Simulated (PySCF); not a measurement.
# AsN(OH)₂: singlet, from a PBE minimum start

Aim: relax AsN(OH)₂ as a singlet from a PBE minimum start, check by its vibrations whether the end is a minimum, and collect its spectrum and constants.

Program: PySCF 2.14.0. Level of theory: PBE, basis As def2-SVP, N def2-SVP, O def2-SVP, H def2-SVP, no relativity, density fitting. These are calculated values, not measurements.

## 1. The system as given

6 atoms, charge 0, spin multiplicity 1.

Bond lengths: As1–N2 1.764 Å, As1–O4 1.802 Å, N2–O3 1.381 Å, O3–H5 0.977 Å, O4–H6 0.985 Å. Angles: N2–As1–O4 94.5°, As1–N2–O3 116.2°, N2–O3–H5 102.6°, As1–O4–H6 105.5°.

Z-matrix (Å, degrees; charge 0 multiplicity 1):
```
As
N  1 1.7637
O  2 1.3811 1 116.23
O  1 1.8017 2 94.49 3 180.00
H  3 0.9775 1 138.78 2 0.00
H  4 0.9851 1 105.46 2 0.00
```

## 2. The SCF at the typed geometry

The steps below are one call of a driver around PySCF. For each, scf.py gives the equivalent set-up of the SCF; relaxations use the driver's own optimiser. After this first run the driver tries any further starts and a stability analysis.

scf.py reads:

```python
from pyscf import gto, scf, dft
mol = gto.M(atom='''
As    -0.000000    -0.531480     0.000000
N      0.271240     1.211200    -0.000000
O      1.589220     1.623860    -0.000000
O     -1.796510    -0.394480    -0.000000
H      1.507130     2.597900     0.000000
H     -1.986080     0.572200     0.000000''',
    basis={'As': 'def2-SVP', 'N': 'def2-SVP', 'O': 'def2-SVP', 'H': 'def2-SVP'},
    charge=0, spin=0)
mf = dft.RKS(mol, xc='PBE')
mf.grids.atom_grid = (50, 194)
aux = {'As': 'def2-universal-JKFIT', 'N': 'def2-universal-JKFIT', 'O': 'def2-universal-JKFIT', 'H': 'def2-universal-JKFIT'}
mf = mf.density_fit(auxbasis=aux)
mf.conv_tol = 1e-08
mf.diis_space = 10
mf.max_cycle = 60
mf.init_guess = 'minao'
mf.verbose = 4
mf.kernel()
```

Command:

```
OMP_NUM_THREADS=2 python axn.py task.json out
```

Standard output:

```text
init E= -2440.80661588079
  HOMO = -0.259076543490734  LUMO = -0.137956914705484  gap/eV = 3.29583
cycle= 1 E= -2441.04154096437  delta_E= -0.235  |g|= 0.991  |ddm|=  2.8
  HOMO = -0.0536830257820338  LUMO = -0.0306746681110215  gap/eV = 0.62609
cycle= 2 E= -2439.35651416274  delta_E= 1.69  |g|= 2.76  |ddm|= 2.75
  HOMO = -0.155672435502789  LUMO = -0.0410019375912656  gap/eV = 3.12034
cycle= 3 E= -2440.89395976304  delta_E= -1.54  |g|= 1.06  |ddm|= 2.55
  HOMO = -0.194867030807011  LUMO = -0.0834643694069799  gap/eV = 3.03142
cycle= 4 E= -2441.18368755793  delta_E= -0.29  |g|= 0.382  |ddm|= 1.49
  HOMO = -0.190952058779395  LUMO = -0.0939156628878481  gap/eV = 2.64049
cycle= 5 E= -2441.21099581073  delta_E= -0.0273  |g|= 0.28  |ddm|= 0.661
  HOMO = -0.192555671107241  LUMO = -0.0994133220823534  gap/eV = 2.53453
cycle= 6 E= -2441.22905493189  delta_E= -0.0181  |g|= 0.0794  |ddm|= 0.249
  HOMO = -0.189998682800367  LUMO = -0.0940666660708636  gap/eV = 2.61044
cycle= 7 E= -2441.2303718312  delta_E= -0.00132  |g|= 0.0158  |ddm|= 0.0859
  HOMO = -0.190944469510659  LUMO = -0.0951556360002783  gap/eV = 2.60655
cycle= 8 E= -2441.23044425739  delta_E= -7.24e-05  |g|= 0.00346  |ddm|= 0.0221
  HOMO = -0.190757252325779  LUMO = -0.0949979094523927  gap/eV = 2.60574
cycle= 9 E= -2441.23044483838  delta_E= -5.81e-07  |g|= 0.00155  |ddm|= 0.00324
  HOMO = -0.190805487394886  LUMO = -0.0950243105597606  gap/eV = 2.60634
cycle= 10 E= -2441.23044564159  delta_E= -8.03e-07  |g|= 0.000175  |ddm|= 0.00184
  HOMO = -0.19081172414004  LUMO = -0.0950290338058588  gap/eV = 2.60638
cycle= 11 E= -2441.23044564895  delta_E= -7.36e-09  |g|= 4.29e-05  |ddm|= 0.00017
  HOMO = -0.190817726336874  LUMO = -0.0950321313057136  gap/eV = 2.60646
Extra cycle  E= -2441.23044563748  delta_E= 1.15e-08  |g|= 0.000201  |ddm|= 0.000262
converged SCF energy = -2441.23044563748
```

This step, with its further starts and checks, ran for 9.8 s (2 threads of Arm Neoverse V1, shared host).

The test of internal stability found no lower closed-shell solution.

## 3. PBE minimum start, singlet: relaxation

The program finds Cs symmetry in the start, which this walk keeps.

Edit scf.py of step 2 so:

```diff
@@ -3,6 +3,6 @@
-As    -0.000000    -0.531480     0.000000
-N      0.271240     1.211200    -0.000000
-O      1.589220     1.623860    -0.000000
-O     -1.796510    -0.394480    -0.000000
-H      1.507130     2.597900     0.000000
-H     -1.986080     0.572200     0.000000''',
+As     0.000001    -0.531479     0.000000
+N      0.271241     1.211201     0.000000
+O      1.589221     1.623861     0.000000
+O     -1.796509    -0.394479     0.000000
+H      1.507131     2.597901     0.000000
+H     -1.986079     0.572201     0.000000''',
@@ -18 +17,0 @@
-mf.init_guess = 'minao'
```

Steps of the walk:

| step | energy (Eh) | change (kJ/mol) | largest symmetric gradient (Eh/bohr) |
| --- | --- | --- | --- |
| 0 | -2441.230446 | 0.00 | 0.00012 |

The walk took 1.5 s.

End point (Cs, 0 steps, 0.0 kJ/mol gained): As–N 1.764 Å, As–O 1.802 Å, N–O 1.381 Å, O–H 0.977 Å, O–H 0.985 Å; As–N–O 116.2°, As–O–H 105.5°, H–O–N 102.6°, N–As–O 94.5°.

## 4. Frequencies

On the finer grid the gradient is checked again; gradients at displacements of ±0.02 bohr then give force constants and infrared intensities.

Edit scf.py of step 3 so:

```diff
@@ -12 +12 @@
-mf.grids.atom_grid = (50, 194)
+mf.grids.atom_grid = (75, 302)
@@ -15 +15 @@
-mf.conv_tol = 1e-08
+mf.conv_tol = 1e-10
```

This SCF starts from the last density.

SCF at the final geometry:

```text
init E= -2441.23037157749
  HOMO = -0.190816365231154  LUMO = -0.095032133337102  gap/eV = 2.60642
cycle= 1 E= -2441.23037157739  delta_E= 9.37e-11  |g|= 1.79e-05  |ddm|= 2.14e-05
  HOMO = -0.190813921915695  LUMO = -0.0950300786652654  gap/eV = 2.60641
cycle= 2 E= -2441.23037157478  delta_E= 2.62e-09  |g|= 9.68e-05  |ddm|= 0.000118
  HOMO = -0.190815911628869  LUMO = -0.0950316418226169  gap/eV = 2.60642
cycle= 3 E= -2441.23037157748  delta_E= -2.71e-09  |g|= 4.66e-06  |ddm|= 0.000102
  HOMO = -0.190815921393743  LUMO = -0.0950317235737792  gap/eV = 2.60642
cycle= 4 E= -2441.2303715775  delta_E= -1.73e-11  |g|= 4.23e-07  |ddm|= 3.79e-06
  HOMO = -0.190815976878657  LUMO = -0.0950317737757653  gap/eV = 2.60642
Extra cycle  E= -2441.23037157748  delta_E= 1.55e-11  |g|= 1.05e-06  |ddm|= 1.29e-06
converged SCF energy = -2441.23037157748
```

The whole step took 90 s.

Geometry: Cs; As–N 1.764 Å, As–O 1.802 Å, N–O 1.381 Å, O–H 0.977 Å, O–H 0.985 Å; As–N–O 116.2°, As–O–H 105.5°, H–O–N 102.6°, N–As–O 94.5°.

Harmonic modes (main isotopes):

```
symmetry  ω (cm⁻¹)  IR (km/mol)  μ (u)
      a'       186          5.3   6.05
     a''       242          2.9   9.86
      a'       368         17.7   8.85
     a''       414          227   1.14
     a''       451          6.1   1.11
      a'       664         74.4  14.43
      a'       700         19.9   8.02
      a'       962         45.0   1.16
      a'      1034          243   6.63
      a'      1357         32.8   1.24
      a'      3582         33.2   1.07
      a'      3658          130   1.07
```

No imaginary mode, so this is a minimum.

Properties at this point:

| Item | Value |
| --- | --- |
| Dipole moment | 1.85 D |
| Highest occupied level | -5.19 eV |
| Lowest empty level | -2.59 eV |
| Rotational constants | 0.4641, 0.1077, 0.08743 cm⁻¹ |
| Zero-point energy | 81.5 kJ/mol |
| Principal polarisabilities | 23.9, 37.3, 63.3 bohr³ |
| Atomisation energy without zero-point energy | 1948 kJ/mol |
| Principal traceless quadrupole moments about the centre of mass | -4.13, -2.71, 6.84 D Å |
| Entropy at 298.15 K and 1 bar | 307.5 J/(mol K) |
| Heat capacity Cp at 298.15 K | 77.5 J/(mol K) |
| Enthalpy at 298.15 K above 0 K | 15.97 kJ/mol |
| Rotational symmetry number | 1 |

Charges (e) and bond orders:

```csv
atom,Mulliken,Löwdin,polar tensor,Mayer order to As1
As1,0.48,0.36,0.55,–
N2,-0.30,-0.25,0.07,1.69
O3,-0.17,-0.05,-0.58,0.18
O4,-0.38,-0.22,-0.59,1.03
H5,0.20,0.09,0.32,0.02
H6,0.18,0.07,0.23,0.04
```

Mulliken populations on As1: s 7.89, p 14.44, d 10.19.

## 5. Stability of the closed shell

At the lowest minimum the closed shell is tested against spin polarisation, on the (50, 194) grid. It is stable.

## 6. Outcome

```
                                 quantity                                                                                                                          value
                                  minimum                                                                                                                    singlet, Cs
                                 geometry    As–N 1.764 Å, As–O 1.802 Å, N–O 1.381 Å, O–H 0.977 Å, O–H 0.985 Å; As–N–O 116.2°, As–O–H 105.5°, H–O–N 102.6°, N–As–O 94.5°
                       wavenumbers (cm⁻¹)  186 (a'), 242 (a''), 368 (a'), 414 (a''), 451 (a''), 664 (a'), 700 (a'), 962 (a'), 1034 (a'), 1357 (a'), 3582 (a'), 3658 (a')
                            dipole moment                                                                                                                         1.85 D
     highest occupied, lowest empty level                                                                                                                -5.19, -2.59 eV
               polar-tensor charge of As1                                                                                                                        +0.55 e
                        zero-point energy                                                                                                                    81.5 kJ/mol
                      entropy at 298.15 K                                                                                                                307.5 J/(mol K)
atomisation energy (no zero-point energy)                                                                                                                    1948 kJ/mol
```

In words: The molecule stays Cs, as typed, and the end point is a minimum. In the infrared the band at 1034 cm⁻¹ (a') leads. Other starts or spin states, not run here, may lie lower.

The search up to here ran for 1.7 min (2 threads of Arm Neoverse V1, shared host).
